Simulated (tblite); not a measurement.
# C7H18AlN: the cost of one run

The runs use tblite 0.8.0 and PySCF 2.14.0, with density-fitted response routines of our own; the level of theory stands in each step. All values are computed, except where a source is named. Atoms count from 0, in the outputs and in this text.

**1. The molecule as given**

27 atoms, charge 0, multiplicity 1; geometry from: force field or distance geometry start.

Bonds of the start (Å): C0–C1 1.50, C1–C2 1.49, C2–Al3 1.98, Al3–N4 1.92, N4–C5 1.44, N4–C6 1.45, N4–C7 1.43, C7–C8 1.49, C7–C2 1.53, C0–H9 1.08, C0–H10 1.12, C0–H11 1.11, C1–H12 1.11, C1–H13 1.13, C2–H14 1.10, Al3–H15 1.56, Al3–H16 1.60, C5–H17 1.11, C5–H18 1.11, C5–H19 1.12, C6–H20 1.11, C6–H21 1.11, C6–H22 1.11, C7–H23 1.11, C8–H24 1.10, C8–H25 1.10, C8–H26 1.13.

**2. Geometry optimisation with GFN2-xTB**

Job settings and geometry (Å):

```
{"job": {"kind": "relax", "xc": "GFN2-xTB", "basis": "xTB"}, "charge": 0, "multiplicity": 1}
C      3.268900     0.148800    -0.213700
C      2.044600    -0.681400     0.062500
C      0.787100    -0.112000    -0.488000
Al     0.240500     1.687600     0.129900
N     -1.250200     0.479100     0.072800
C     -1.852100     0.453700    -1.240400
C     -2.235300     0.863300     1.072200
C     -0.360100    -0.581400     0.412400
C     -0.751900    -1.987800     0.107800
H      4.074500    -0.494300    -0.544200
H      3.577000     0.667200     0.732100
H      3.026300     0.884200    -1.005700
H      1.927300    -0.858200     1.153600
H      2.180500    -1.681100    -0.444100
H      0.597100    -0.315800    -1.548800
H      0.216400     2.819600    -0.946000
H      0.696900     2.112200     1.601400
H     -1.497000    -0.383800    -1.879100
H     -2.956300     0.372900    -1.109200
H     -1.633400     1.394000    -1.804500
H     -3.184000     1.077300     0.538100
H     -1.905700     1.785400     1.602400
H     -2.397800     0.027000     1.789200
H     -0.083300    -0.513600     1.485300
H     -1.192700    -2.137600    -0.886900
H      0.138000    -2.626200     0.184000
H     -1.495000    -2.372700     0.860700
```

Command:

```console
$ OMP_NUM_THREADS=1 python probes_run.py task.json out
```

The driver reads the jobs from task.json and runs them one after another.

**Question.** How long does this first job take on 1 thread of Arm Neoverse V1, shared host, and how much memory does it need?

About 1.9 s, with a peak of 0.18 GiB.
